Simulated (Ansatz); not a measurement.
Write a Python script for the Python package of Ansatz (0.2.0) that makes a short molecular-dynamics run of C2H4SSi, SMILES C=C1[SiH2]S1. Settings: PBE0, def2-SVP basis, multiplicity 1.

`c2h4ssi.xyz`
```text
8

C    -0.59320    1.33040   -0.23560
C    -0.15030    0.14420   -0.28600
Si    0.57460   -1.02960    0.70040
S     0.02050   -0.89950   -1.55830
H    -1.06740    1.82620   -1.15330
H    -0.64130    1.98460    0.65970
H     2.09880   -1.24930    0.60950
H    -0.14940   -2.16410    1.20770
```

The script, `run_md.py`:
```python
# -*- coding: utf-8 -*-
"""A short Born-Oppenheimer trajectory of C2H4SSi."""

import warnings

import ansatz as az
import numpy as np


def main():
    warnings.simplefilter("ignore", az.DeckWarning)

    geometry = az.Crystal.molecule_from_extxyz("c2h4ssi.xyz")

    base = geometry.calculation()
    base = base.basis(gaussian="def2-SVP")
    base = base.functional("pbe0").md("nve", timestep=1.0, steps=20, temperature=300, initial_velocities="maxwell_boltzmann", seed=6)
    frames = []
    base.session().plan().execute(on_event=lambda e: frames.append(e["data"]) if e["event"] == "md_step" else None)
    print("t (fs)   E_pot (eV)      E_kin (eV)   T (K)   d(0-1) (A)")
    for f in frames[::3]:
        xyz = np.array(f["positions_ang"])
        print(f"{f['time_fs']:6.2f} {f['lagrangian_ev']:14.5f} {f['e_kin_ev']:10.5f} {f['temperature_k']:8.1f} {np.linalg.norm(xyz[0] - xyz[1]):9.4f}")
    kept = np.array([f["conserved_ev"] for f in frames])
    print(f"conserved energy moves by at most {1000 * np.ptp(kept):.3f} meV")
    symbols = [site.symbol for site in geometry.cartesian_sites]
    with open("last_frame.xyz", "w") as handle:
        handle.write(f"{len(symbols)}\nt = {frames[-1]['time_fs']} fs\n")
        handle.writelines("{:2s} {:10.5f} {:10.5f} {:10.5f}\n".format(s, *xyz) for s, xyz in zip(symbols, frames[-1]["positions_ang"]))


if __name__ == "__main__":
    main()
```

```console
$ python run_md.py
t (fs)   E_pot (eV)      E_kin (eV)   T (K)   d(0-1) (A)
  0.00   -20832.67991    0.23267    300.0    1.2672
  3.00   -20832.87915    0.42749    551.2    1.3009
  6.00   -20833.11844    0.66389    856.0    1.3321
  9.00   -20833.21279    0.76376    984.8    1.3433
 12.00   -20833.37127    0.91564   1180.6    1.3459
 15.00   -20833.21662    0.76868    991.1    1.3403
 18.00   -20833.18401    0.73101    942.6    1.3316
conserved energy moves by at most 8.392 meV
```

It writes `last_frame.xyz`:
```text
8
t = 20.0 fs
C    -0.74860    1.56914   -0.22642
C    -0.10450    0.40128   -0.32693
Si    0.62936   -1.18132    0.69938
S     0.02883   -0.97638   -1.57959
H    -1.20913    2.12274   -1.14115
H    -0.86732    2.15643    0.73161
H     2.04865   -1.14761    1.10601
H    -0.21621   -1.96944    1.71117
```

The settings weren't tested for convergence. The trajectory is only some femtoseconds long, so its temperature is not equilibrated; where the script doesn't relax first, it starts from a rough generated geometry. The temperature counts the internal degrees of freedom alone. With hydrogen a step over 0.5 fs is long. It ran for 39 s on 1 thread of Intel(R) Xeon(R) 6975P-C (Granite Rapids), on a shared host, peak memory 0.25 GiB.

(A comment or docstring line of the script was reworded after the run, the code is as it ran; lines on the test bed's own set-up are left out of the output.)
